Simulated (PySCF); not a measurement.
# C₃H₈BGaO: electronic excitations

Aim: predict the electronic excitations of C₃H₈BGaO (`[GaH2][O]BC1CC1`).

The runs use PySCF 2.14.0, with density-fitted response routines of our own; the level of theory stands in each step. All values are computed, except where a source is named. Atoms are numbered from 0 throughout.

## Step 1: Starting geometry

14 atoms, charge 0, multiplicity 1; geometry from: GFN2-xTB.

Bonds of the start (Å): Ga0–O1 1.73, O1–B2 1.34, B2–C3 1.57, C3–C4 1.51, C4–C5 1.48, C5–C3 1.51, Ga0–H6 1.54, Ga0–H7 1.55, B2–H8 1.18, C3–H9 1.08, C4–H10 1.09, C4–H11 1.08, C5–H12 1.08, C5–H13 1.09.

## Step 2: TDDFT and polarisability: PBE0/def2-SVPD

What the job is given:

```
{"job": {"kind": "uv", "xc": "PBE0", "basis": "def2-SVPD", "nstates": 8, "ntriplets": 3}, "charge": 0, "multiplicity": 1}
Ga     2.274434     0.749747    -0.577266
O      1.527236    -0.439356     0.434755
B      0.487746    -1.101009     0.952297
C     -0.966324    -0.743055     0.474612
C     -1.288973     0.713569     0.219737
C     -1.160113    -0.215679    -0.928463
H      3.324647     0.177010    -1.554434
H      1.973096     2.255317    -0.354347
H      0.678909    -1.936321     1.762212
H     -1.787959    -1.334436     0.860035
H     -0.485028     1.427687     0.385507
H     -2.267848     1.081933     0.488352
H     -2.043688    -0.504681    -1.477760
H     -0.266812    -0.131199    -1.551803
```

Method: TDDFT PBE0/def2-SVPD, vertical, gas phase, core orbitals frozen in the response.

Command:

```
$ OMP_NUM_THREADS=1 python probes_run.py task.json out
```

The driver reads the jobs from task.json and runs them one after another.

Standard output:

```text
coarse grid: 53096 points
cycle   1  E = -2143.0379395719  dE =  2.145e-01  |g| = 8.736e-01  |ddm| = 6.840e+00
cycle   2  E = -2142.5913900753  dE =  4.465e-01  |g| = 1.712e+00  |ddm| = 3.806e+00
cycle   3  E = -2143.1672989840  dE = -5.759e-01  |g| = 2.213e-01  |ddm| = 2.439e+00
cycle   4  E = -2143.1758987912  dE = -8.600e-03  |g| = 7.908e-02  |ddm| = 5.063e-01
cycle   5  E = -2143.1768656338  dE = -9.668e-04  |g| = 7.408e-03  |ddm| = 1.757e-01
cycle   6  E = -2143.1768810705  dE = -1.544e-05  |g| = 2.843e-03  |ddm| = 2.890e-02
cycle   7  E = -2143.1768830966  dE = -2.026e-06  |g| = 8.493e-04  |ddm| = 6.627e-03
final grid: 112312 points
cycle   8  E = -2143.1768546341  dE = -9.912e-09  |g| = 1.099e-03  |ddm| = 1.603e-02
cycle   9  E = -2143.1768543869  dE =  2.473e-07  |g| = 1.486e-03  |ddm| = 4.951e-03
cycle  10  E = -2143.1768549390  dE = -5.522e-07  |g| = 8.302e-05  |ddm| = 2.678e-03
cycle  11  E = -2143.1768549402  dE = -1.184e-09  |g| = 2.673e-05  |ddm| = 1.283e-04
cycle  12  E = -2143.1768549403  dE = -1.446e-10  |g| = 4.193e-06  |ddm| = 5.774e-05
converged SCF energy = -2143.1768549403

Static polarisability (au): isotropic 77.445, principal 66.918 77.819 87.597

Singlet excitations
state   eV       nm        f      main configurations
  1   5.0729    244.4   0.02806   H->L 0.91
  2   5.6112    221.0   0.02633   H-1->L 0.78, H-2->L 0.08
  3   6.0292    205.6   0.00982   H->L+1 0.90
  4   6.1819    200.6   0.01350   H-2->L 0.79, H-1->L 0.13
  5   6.5167    190.3   0.02845   H-3->L 0.86
  6   6.9277    179.0   0.01302   H->L+2 0.72, H->L+3 0.20
  7   7.1906    172.4   0.02584   H->L+3 0.55, H-1->L+1 0.26, H->L+2 0.12
  8   7.2480    171.1   0.05786   H-1->L+1 0.61, H->L+3 0.20

Triplet excitations (Tamm-Dancoff, eV): 4.7013 5.2276 5.5554
```

It took 36 s on 1 thread of Arm Neoverse V1, shared host; peak memory 0.82 GiB.

The orbitals next to the gap, with their largest atomic shares:

| orbital | eV | atoms |
| --- | --- | --- |
| HOMO−3 | -9.07 | C4 18 %, Ga0 13 %, O1 13 % |
| HOMO−2 | -8.75 | C5 24 %, C3 20 %, Ga0 12 % |
| HOMO−1 | -8.31 | C3 23 %, C4 19 %, O1 13 % |
| HOMO | -7.62 | O1 24 %, B2 19 %, C3 16 % |
| LUMO | -1.45 | Ga0 54 %, O1 13 %, H6 10 % |
| LUMO+1 | 0.07 | B2 37 %, O1 18 %, H8 10 % |
| LUMO+2 | 0.45 | Ga0 40 %, H7 16 %, H6 16 % |

With each of the 8 states as a Gaussian band of 0.4 eV half-width at 1/e, the curve within the window shown has maxima at 220 nm (ε 1,500), 172 nm (ε 3,800) L/(mol cm). Beyond the last state computed it falls off for lack of states. The curve at chosen wavelengths:

```json
{"nm": "164", "ε (L/mol/cm)": "1855"}
{"nm": "168", "ε (L/mol/cm)": "3167"}
{"nm": "173", "ε (L/mol/cm)": "3732"}
{"nm": "177", "ε (L/mol/cm)": "3190"}
{"nm": "182", "ε (L/mol/cm)": "2314"}
{"nm": "186", "ε (L/mol/cm)": "1960"}
{"nm": "191", "ε (L/mol/cm)": "1832"}
{"nm": "195", "ε (L/mol/cm)": "1764"}
{"nm": "200", "ε (L/mol/cm)": "1630"}
{"nm": "204", "ε (L/mol/cm)": "1524"}
{"nm": "209", "ε (L/mol/cm)": "1452"}
{"nm": "213", "ε (L/mol/cm)": "1446"}
{"nm": "218", "ε (L/mol/cm)": "1462"}
{"nm": "222", "ε (L/mol/cm)": "1461"}
{"nm": "227", "ε (L/mol/cm)": "1443"}
{"nm": "231", "ε (L/mol/cm)": "1430"}
{"nm": "236", "ε (L/mol/cm)": "1417"}
{"nm": "240", "ε (L/mol/cm)": "1387"}
{"nm": "245", "ε (L/mol/cm)": "1290"}
{"nm": "249", "ε (L/mol/cm)": "1154"}
{"nm": "254", "ε (L/mol/cm)": "929"}
{"nm": "258", "ε (L/mol/cm)": "733"}
{"nm": "263", "ε (L/mol/cm)": "504"}
{"nm": "267", "ε (L/mol/cm)": "353"}
{"nm": "272", "ε (L/mol/cm)": "212"}
{"nm": "276", "ε (L/mol/cm)": "134"}
```

Ground-state properties from the same run:

| property | computed |
| --- | --- |
| dipole moment (D) | 1.39 |
| polarisability (Å³) | 11.48 |
| HOMO–LUMO gap (eV) | 6.17 |
| −ε(HOMO) (eV) | 7.62 |

## Step 3: What came out

```
                                quantity                        value
         lowest singlet (PBE0/def2-SVPD)  5.07 eV (244 nm), f = 0.028
brightest single state of those computed  state 8, 7.25 eV, f = 0.058
                          lowest triplet                      4.70 eV
```

What this shows: The first singlet state (HOMO→LUMO 0.91) lies at 5.07 eV and is weak; of the 8 states computed, the strongest absorption comes from state 8 at 7.25 eV (the last computed, so partners may be missing). The lowest triplet lies 0.37 eV below the lowest singlet (triplets in Tamm-Dancoff, singlets in full TDDFT).
